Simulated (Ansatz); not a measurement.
# C₃H₆Ge: up Jacob's ladder to CCSD(T)

An exercise on one series of results from a longer session: the logs are not shown, and one member is left open.

Program: Ansatz 0.2.0, Gaussian basis. Level of theory: functionals in def2-TZVPP, the program's frozen cores in correlated methods. These are calculated values, not measurements.

Plan: PBE-D4, r2SCAN-D4, PBE0-D4, B3LYP-D4, ωB97X-V, ωB97M-V, B2PLYP; CCSD(T)/def2-TZVPP; MP2/def2-QZVPP; extrapolation to the limit.

### The relaxed structure

The geometry comes from an earlier relaxation with PBE0-D4 in a triple-zeta def2 set; it is a stationary point, not always the lowest conformer.

SMILES `C=C=[CH][GeH3]`, 10 atoms, charge 0, spin multiplicity 1.

Atoms are counted from 1 here; the program's logs count them from 0.

Bond lengths: C1–C2 1.301 Å, C1–H5 1.085 Å, C1–H6 1.085 Å, C2–C3 1.298 Å, C3–Ge4 1.943 Å, C3–H7 1.088 Å, Ge4–H8 1.534 Å, Ge4–H9 1.539 Å, Ge4–H10 1.539 Å. Angles: C2–C1–H5 121.1°, C2–C1–H6 121.1°, H5–C1–H6 117.8°, C1–C2–C3 178.2°, C2–C3–Ge4 121.4°, C2–C3–H7 119.5°, Ge4–C3–H7 119.1°, C3–Ge4–H8 108.7°, C3–Ge4–H9 109.7°, C3–Ge4–H10 109.8°, H8–Ge4–H9 110.2°, H8–Ge4–H10 110.1°, H9–Ge4–H10 108.3°.

Set-up of the first run:

Input file in.yaml:

```yaml
crystal:
  periodic: [false, false, false]
  atoms:
    - {symbol: C, position_ang: [-1.146860, 1.695336, -0.843015]}
    - {symbol: C, position_ang: [-0.820059, 0.483153, -0.500360]}
    - {symbol: C, position_ang: [-0.460405, -0.711670, -0.142603]}
    - {symbol: Ge, position_ang: [1.220890, -1.031211, 0.776568]}
    - {symbol: H, position_ang: [-1.714484, 2.332613, -0.173641]}
    - {symbol: H, position_ang: [-0.867463, 2.098266, -1.810444]}
    - {symbol: H, position_ang: [-1.113195, -1.554180, -0.359078]}
    - {symbol: H, position_ang: [1.956321, 0.305367, 0.934656]}
    - {symbol: H, position_ang: [2.079033, -2.015874, -0.037075]}
    - {symbol: H, position_ang: [0.949421, -1.652798, 2.157892]}
basis:
  gaussian: {orbitals: def2-TZVPP}
hamiltonian: {xc: pbe, dispersion: d4}
output: {forces: true, orbitals: {seedname: orbitals}}
```

The run is started by

```sh
$ ansatz run in.yaml --threads 4 --pin off --events-out ev --progress --plain --max-ram 10444MiB
```

Steps of the session up to this table: PBE-D4 (GGA); r2SCAN-D4 (meta-GGA); PBE0-D4 (hybrid); B3LYP-D4 (hybrid); ωB97X-V (range-separated); ωB97M-V (range-separated); B2PLYP (double hybrid); CCSD(T) in def2-TZVPP; MP2 in def2-QZVPP.

One of the session's tables, all rows but one given; the rest of the session is left out.

```
            method  atomisation energy (kJ/mol)
            PBE-D4                       3786.5
         r2SCAN-D4                       3728.2
           PBE0-D4                       3726.0
          B3LYP-D4                       3713.1
           ωB97X-V                            ?
           ωB97M-V                       3705.5
            B2PLYP                       3676.6
     HF/def2-TZVPP                       2734.6
    MP2/def2-TZVPP                       3665.2
   CCSD/def2-TZVPP                       3574.9
CCSD(T)/def2-TZVPP                       3632.3
           MP2/CBS                       3739.6
       CCSD(T)/CBS                       3706.6
```

**Question.** Estimate the row for ωB97X-V.

As computed: atomisation energy (kJ/mol): 3711.8. In the column «atomisation energy (kJ/mol)» it lies between CCSD(T)/CBS (3706.6) and B3LYP-D4 (3713.1).

Caveats from the session: Free atoms (3 C, 1 Ge, 6 H) were run apart at each level; the atomisation energy is their sum less the molecule, without zero-point or spin-orbit terms.
